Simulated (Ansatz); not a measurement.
# GaBH+ (triplet): wave-function methods side by side, 6-31G

An exercise on one series of results from a longer session: the logs are not shown, and one member is left open.

Program: Ansatz 0.2.0, Gaussian basis. Level of theory: 6-31G, core rule «outside noble gas», up to 15 orbitals frozen. These are calculated values, not measurements.

The runs, in order: UHF; CCSD(T) on ROHF; CCSD(T) on UHF; BCCD(T) on ROHF; CISD as a restricted active space (open shells left free, so some higher excitations enter); CCSDT(Q) on ROHF; CCSDT(Q) on UHF; CISDTQ; CASSCF and MRCISD+Q, 6 electrons in 9 orbitals; CASSCF and NEVPT2, 6 electrons in 9 orbitals; Full CI; Full CI in the symmetry of the determinant.

17 further runs of the same task are left out: 5 that didn't finish, 12 set aside as unsound or not needed. Runs told in other sessions of the task aren't counted.

## What is computed

The geometry is a PBE0/def2-TZVP stationary point (not a proven minimum) of the parent state, kept for this charge and spin. No spin-orbit coupling is included. The filled d shell of Ga may be among the frozen orbitals whatever the setting's name suggests.

3 atoms, charge 1, spin multiplicity 3.

Atoms are counted from 1 here; the program's logs count them from 0.

Bond lengths: B1–Ga2 1.902 Å, Ga2–H3 1.543 Å. Angles: B1–Ga2–H3 180.0°.

Set-up of the first run:

in.yaml reads:

```yaml
crystal:
  periodic: [false, false, false]
  atoms:
    - {symbol: B, position_ang: [0.000000, 0.000000, 1.782800]}
    - {symbol: Ga, position_ang: [0.000000, 0.000000, -0.119700]}
    - {symbol: H, position_ang: [0.000000, 0.000000, -1.663100]}
basis:
  gaussian: {orbitals: 6-31G}
total_charge: 1
magnetization: {spin_polarized: true, initial_magnetization: 2}
hamiltonian: {xc: hf}
output: {orbitals: {seedname: orbitals}}
```

On the command line:

```
ansatz run in.yaml --threads 1 --pin off --events-out ev --progress --plain --max-ram 2393MiB
```

Among the steps run: UHF; CCSD(T) on ROHF; CCSD(T) on UHF; BCCD(T) on ROHF; CISD as a restricted active space (open shells left free, so some higher excitations enter); CCSDT(Q) on ROHF; CCSDT(Q) on UHF; CISDTQ; CASSCF and MRCISD+Q, 6 electrons in 9 orbitals; CASSCF and NEVPT2, 6 electrons in 9 orbitals; Full CI; Full CI in the symmetry of the determinant.

One table of the session follows, with a row left open; its other results are not shown here.

It belongs to the step «Misses and costs». 

| method | from FCI (meV) |
| --- | --- |
| ROHF | +1774.1 |
| UHF | +1764.0 |
| RMP2 | +604.6 |
| UMP2 | +602.0 |
| RCCSD | ? |
| UCCSD | +56.8 |
| RCCSD(T) | +22.1 |
| UCCSD(T) | +21.0 |
| BCCD(T) | +20.3 |
| RCCSDT | +2.1 |
| UCCSDT | +1.1 |
| RCCSDT(Q) | +0.6 |
| UCCSDT(Q) | -0.4 |
| CASSCF valence | +372.1 |
| NEVPT2 valence | +96.3 |
| MRCISD valence | +3.0 |
| MRCISD+Q valence | -0.5 |
| FCI | 0 |

**Question.** Estimate the row for RCCSD.

As computed: from FCI (meV): +58.4. In the column «from FCI (meV)» it lies between UCCSD (+56.8) and NEVPT2 valence (+96.3).

Not comparable, so not listed: CISD as a restricted active space (open shells left free, so some higher excitations enter); CISDTQ (they don't share determinant, frozen orbitals or solution with the rows shown, or repeat one).

Caveats from the session: Levels on UHF freeze UHF's core orbitals, full CI those of ROHF, so the U rows can settle a little off it for that reason alone. Restricted and unrestricted rows rest on different reference determinants; a gap between their highest levels can come from leftover correlation error, from unlike frozen cores or from another state.
